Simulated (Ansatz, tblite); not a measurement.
# (H3Ge)2CH2 (CH₈Ge₂): rung by rung

Aim: run the singlet of (H3Ge)2CH2 (CH₈Ge₂) at one geometry on many levels, and compare frontier levels, spin and run time.

The runs use Ansatz 0.2.0, Gaussian basis; as each input shows.

Plan: GFN1-xTB, GFN2-xTB, PBE-D4/def2-TZVP, r2SCAN-D4/def2-TZVP, ωB97M-V/def2-TZVP, HF/def2-TZVP, B2PLYP/def2-TZVP, HSE06-D4/def2-TZVP, B97M-V/def2-TZVP, ωB97X-V/def2-TZVP, revPBE-D4/def2-TZVP, PBE-D4/def2-SVP, PBE0-D4/def2-SVP, HF/STO-3G, HF/6-31G, B3LYP-D4/6-31G, PBE0-D4/def2-TZVPD, PBE-D4/def2-TZVPD, r2SCAN-D4/def2-TZVPD, CCSD(T)/def2-TZVP, RPA/def2-TZVP.

## Step 1: The geometry

The singlet was relaxed beforehand with r2SCAN-D4/def2-SVP.

11 atoms, charge 0, spin multiplicity 1.

Bond lengths: Ge1–H2 1.538 Å, Ge1–H3 1.538 Å, Ge1–H4 1.537 Å, Ge1–C5 1.958 Å, C5–Ge6 1.958 Å, C5–H10 1.103 Å, C5–H11 1.103 Å, Ge6–H7 1.537 Å, Ge6–H8 1.538 Å, Ge6–H9 1.538 Å. Angles: H2–Ge1–H3 108.9°, H2–Ge1–H4 108.9°, H2–Ge1–C5 110.4°, H3–Ge1–H4 108.8°, H3–Ge1–C5 109.9°, H4–Ge1–C5 109.9°, Ge1–C5–Ge6 114.3°, Ge1–C5–H10 108.8°, Ge1–C5–H11 108.8°, Ge6–C5–H10 108.8°, Ge6–C5–H11 108.8°, H10–C5–H11 107.1°, C5–Ge6–H7 109.9°, C5–Ge6–H8 109.9°, C5–Ge6–H9 110.4°, H7–Ge6–H8 108.8°, H7–Ge6–H9 108.9°, H8–Ge6–H9 108.9°.

Coordinates:

```xyz
11

Ge   -0.9519   -1.3083    0.3888
H    -1.6118   -1.8179    1.6816
H     0.0110   -2.3856   -0.1369
H    -2.0440   -1.0641   -0.6655
C     0.0271    0.3526    0.7298
Ge    0.9352    1.0903   -0.8399
H     1.9693    0.0822   -1.3672
H    -0.0883    1.3760   -1.9512
H     1.6556    2.4003   -0.4774
H     0.7753    0.1687    1.5185
H    -0.6776    1.1058    1.1194
```

PBE0-D4/def2-TZVP was run before; its log isn't repeated, and its numbers join the tables.

## Step 2: GFN1-xTB

Tight binding, by tblite at 300 K electronic temperature and without a spin-polarisation term:

```python
tblite.interface.Calculator('GFN1-xTB', numbers, positions, charge=0, uhf=0).singlepoint()
```

Energy -264.6926 eV, HOMO -12.32 eV, LUMO -7.67 eV; 0.006 s.

## Step 3: GFN2-xTB

Tight binding, by tblite at 300 K electronic temperature and without a spin-polarisation term:

```python
tblite.interface.Calculator('GFN2-xTB', numbers, positions, charge=0, uhf=0).singlepoint()
```

Energy -273.0863 eV, HOMO -11.31 eV, LUMO -3.69 eV; 0.003 s.

## Step 4: PBE-D4/def2-TZVP

start.molden holds the orbitals of an earlier run on this state, given as this run's starting guess.

File in.yaml:

```yaml
crystal:
  periodic: [false, false, false]
  atoms:
    - {symbol: Ge, position_ang: [-0.951858, -1.308270, 0.388819]}
    - {symbol: H, position_ang: [-1.611790, -1.817939, 1.681594]}
    - {symbol: H, position_ang: [0.011049, -2.385554, -0.136913]}
    - {symbol: H, position_ang: [-2.043956, -1.064109, -0.665490]}
    - {symbol: C, position_ang: [0.027050, 0.352559, 0.729783]}
    - {symbol: Ge, position_ang: [0.935173, 1.090322, -0.839897]}
    - {symbol: H, position_ang: [1.969337, 0.082215, -1.367232]}
    - {symbol: H, position_ang: [-0.088291, 1.375955, -1.951228]}
    - {symbol: H, position_ang: [1.655617, 2.400316, -0.477386]}
    - {symbol: H, position_ang: [0.775282, 0.168692, 1.518510]}
    - {symbol: H, position_ang: [-0.677611, 1.105802, 1.119449]}
basis:
  gaussian: {orbitals: def2-TZVP, initial_orbitals: start.molden}
hamiltonian: {xc: pbe, dispersion: d4}
scf: {omitted_lower_state_checks: [starts]}
output: {forces: true, orbitals: {seedname: orbitals}}
```

Command:

```sh
$ ansatz run in.yaml --threads 4 --pin off --events-out ev --progress --plain --max-ram 3916MiB
```

The runs that follow: r2SCAN-D4/def2-TZVP; ωB97M-V/def2-TZVP; HF/def2-TZVP; B2PLYP/def2-TZVP; HSE06-D4/def2-TZVP; B97M-V/def2-TZVP; ωB97X-V/def2-TZVP; revPBE-D4/def2-TZVP; PBE-D4/def2-SVP; PBE0-D4/def2-SVP; HF/STO-3G; HF/6-31G; B3LYP-D4/6-31G; PBE0-D4/def2-TZVPD; PBE-D4/def2-TZVPD; r2SCAN-D4/def2-TZVPD; CCSD(T)/def2-TZVP; RPA/def2-TZVP.

Before running them: what should the planned runs give, taken together? Wanted: gap in def2-TZVP, named functionals and Hartree-Fock, smallest and largest; correlation energy, CCSD(T)/def2-TZVP; binding an atom, CCSD(T)/def2-TZVP; PBE0 total energy, smallest basis above largest.

As calculated:

| quantity | value |
| --- | --- |
| gap in def2-TZVP, named functionals and Hartree-Fock, smallest and largest | 6.93 eV (PBE-D4), 14.35 eV (HF) |
| correlation energy, CCSD(T)/def2-TZVP | -20.55 eV |
| binding an atom, CCSD(T)/def2-TZVP | 2.976 eV |
| PBE0 total energy, smallest basis above largest | 15.44 eV (def2-SVP, def2-TZVPD) |

**Reading.** Orbital gaps of the named functionals and Hartree-Fock in def2-TZVP span 6.93 eV (PBE-D4) to 14.35 eV (HF); exact exchange widens it. A small miss in a minimal or small basis is a cancelling of errors, not accuracy. The functionals in def2-TZVP miss CCSD(T)/def2-TZVP by +0.006 (revPBE-D4) to +0.120 eV (B97M-V) an atom. The reference is CCSD(T) in one finite basis, so it carries an error of its own, often a tenth of an eV or more, and near misses can't be ranked.
